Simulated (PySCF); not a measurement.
# C5H13NSi: electronic excitations

Aim: predict the electronic excitations of C5H13NSi (`C=CC[SiH2]N(C)C`).

The runs use PySCF 2.14.0, with density-fitted response routines of our own; the level of theory stands in each step. All values are computed, except where a source is named. Atoms are numbered from 0 throughout.

### 1 The starting structure

20 atoms, charge 0, multiplicity 1; geometry from: GFN2-xTB.

Bonds of the start (Å): C0–C1 1.32, C1–C2 1.48, C2–Si3 1.91, Si3–N4 1.72, N4–C5 1.44, N4–C6 1.44, C0–H7 1.08, C0–H8 1.08, C1–H9 1.08, C2–H10 1.09, C2–H11 1.09, Si3–H12 1.47, Si3–H13 1.48, C5–H14 1.10, C5–H15 1.09, C5–H16 1.09, C6–H17 1.10, C6–H18 1.09, C6–H19 1.09.

### 2 Ultraviolet spectrum: B3LYP/def2-SVPD

What the job is given:

```
{"job": {"kind": "uv", "xc": "B3LYP", "basis": "def2-SVPD", "nstates": 8, "ntriplets": 3}, "charge": 0, "multiplicity": 1}
C      3.586089     0.002706    -0.230648
C      2.633788     0.208870     0.660930
C      1.272329     0.708677     0.346828
Si     0.000097    -0.693625     0.560433
N     -1.491247    -0.182567    -0.126993
C     -1.984762     1.171292    -0.058256
C     -2.559034    -1.136862    -0.281109
H      4.554638    -0.380713     0.042045
H      3.433284     0.212951    -1.276788
H      2.814194    -0.013722     1.704807
H      1.244985     1.092035    -0.672823
H      1.029393     1.529272     1.023380
H      0.391828    -1.880079    -0.206570
H     -0.050487    -1.047470     1.994915
H     -2.646931     1.319557     0.803751
H     -2.554755     1.401018    -0.963581
H     -1.154508     1.867008     0.016215
H     -3.229640    -1.141059     0.586832
H     -3.151018    -0.893290    -1.167553
H     -2.143392    -2.133320    -0.397639
```

Method: TDDFT B3LYP/def2-SVPD, vertical, gas phase, core orbitals frozen in the response.

On the command line:

```sh
OMP_NUM_THREADS=1 python probes_run.py task.json out
```

One launch serves the whole session: the jobs run in the order shown.

What it wrote:

```text
coarse grid: 16176 points
cycle   1  E = -542.1970574725  dE =  4.938e-01  |g| = 5.154e-01  |ddm| = 7.080e+00
cycle   2  E = -542.1507086457  dE =  4.635e-02  |g| = 6.767e-01  |ddm| = 1.953e+00
cycle   3  E = -542.2665118600  dE = -1.158e-01  |g| = 9.623e-02  |ddm| = 1.065e+00
cycle   4  E = -542.2682443336  dE = -1.732e-03  |g| = 3.803e-02  |ddm| = 1.546e-01
cycle   5  E = -542.2685794107  dE = -3.351e-04  |g| = 5.747e-03  |ddm| = 6.303e-02
cycle   6  E = -542.2685876358  dE = -8.225e-06  |g| = 1.614e-03  |ddm| = 1.538e-02
final grid: 148800 points
cycle   7  E = -542.3516299646  dE = -5.841e-05  |g| = 6.626e-03  |ddm| = 1.680e-01
cycle   8  E = -542.3516195024  dE =  1.046e-05  |g| = 9.106e-03  |ddm| = 2.531e-02
cycle   9  E = -542.3516414148  dE = -2.191e-05  |g| = 1.399e-03  |ddm| = 1.410e-02
cycle  10  E = -542.3516419185  dE = -5.037e-07  |g| = 1.813e-04  |ddm| = 2.047e-03
cycle  11  E = -542.3516419260  dE = -7.516e-09  |g| = 8.375e-05  |ddm| = 5.500e-04
cycle  12  E = -542.3516419275  dE = -1.526e-09  |g| = 3.025e-05  |ddm| = 1.485e-04
cycle  13  E = -542.3516419277  dE = -1.905e-10  |g| = 5.727e-06  |ddm| = 4.825e-05
converged SCF energy = -542.3516419277

Static polarisability (au): isotropic 98.724, principal 85.124 87.661 123.387

Singlet excitations
state   eV       nm        f      main configurations
  1   5.3203    233.0   0.00071   H->L 0.76, H->L+1 0.21
  2   5.5212    224.6   0.02800   H->L+1 0.75, H->L 0.23
  3   5.7686    214.9   0.01201   H->L+2 0.94
  4   6.4128    193.3   0.00823   H->L+3 0.82, H-1->L+2 0.09
  5   6.4958    190.9   0.01027   H-1->L+2 0.43, H-1->L+1 0.38, H->L+3 0.12
  6   6.5120    190.4   0.09256   H-1->L 0.51, H-1->L+1 0.27, H-1->L+2 0.11
  7   6.6154    187.4   0.03703   H->L+5 0.89
  8   6.8022    182.3   0.04946   H->L+4 0.74, H->L+6 0.15

Triplet excitations (Tamm-Dancoff, eV): 4.3640 5.2096 5.4578
```

Run time: 67 s. Hardware: 1 thread of Arm Neoverse V1, shared host; peak memory 0.97 GiB.

Frontier orbitals and where they lie:

```csv
orbital,eV,atoms
HOMO−3,-9.22,"C2 24 %, Si3 20 %, H12 15 %"
HOMO−2,-9.12,"Si3 30 %, H13 18 %, H12 16 %"
HOMO−1,-6.90,"C0 34 %, C1 28 %, C2 13 %"
HOMO,-6.08,"N4 54 %, C5 8 %, C6 8 %"
LUMO,0.01,"C1 29 %, C0 29 %, Si3 8 %"
LUMO+1,0.34,"Si3 18 %, C5 16 %, C6 12 %"
LUMO+2,0.56,"Si3 16 %, C2 10 %, C1 9 %"
```

With each of the 8 states as a Gaussian band of 0.4 eV half-width at 1/e, the curve within the window shown has maxima at 222 nm (ε 1,500), 189 nm (ε 7,300) L/(mol cm). Beyond the last state computed it falls off for lack of states. The curve at chosen wavelengths:

(nm, ε (L/mol/cm)): (175, 1966), (179, 3885), (182, 5450), (186, 6971), (189, 7282), (193, 6505), (196, 5330), (200, 3622), (203, 2585), (207, 1738), (210, 1470), (214, 1422), (217, 1483), (221, 1546), (224, 1524), (228, 1383), (231, 1213), (235, 943), (238, 741), (242, 503), (245, 359), (249, 217), (252, 143), (256, 78), (259, 48), (263, 24)

Further results of this job:

```csv
property,computed
dipole moment (D),1.14
polarisability (Å³),14.63
HOMO–LUMO gap (eV),6.10
−ε(HOMO) (eV),6.08
```

### 3 What came out

| quantity | value |
| --- | --- |
| lowest singlet (B3LYP/def2-SVPD) | 5.32 eV (233 nm), f = 0.001 |
| brightest single state of those computed | state 6, 6.51 eV, f = 0.093 |
| lowest triplet | 4.36 eV |

What this shows: The lowest singlet, at 5.32 eV, is HOMO→LUMO 0.76, HOMO→LUMO+1 0.21 and is dark; of the 8 states computed, the strongest absorption comes from states 5 to 6 together at 6.51 eV (the last state computed is bright too, and its partners may lie past the list). The lowest triplet lies 0.96 eV below the lowest singlet (triplets in Tamm-Dancoff, singlets in full TDDFT). States above −ε(HOMO) lie where TDDFT describes them poorly and they hang on the basis; the brightest is among them.
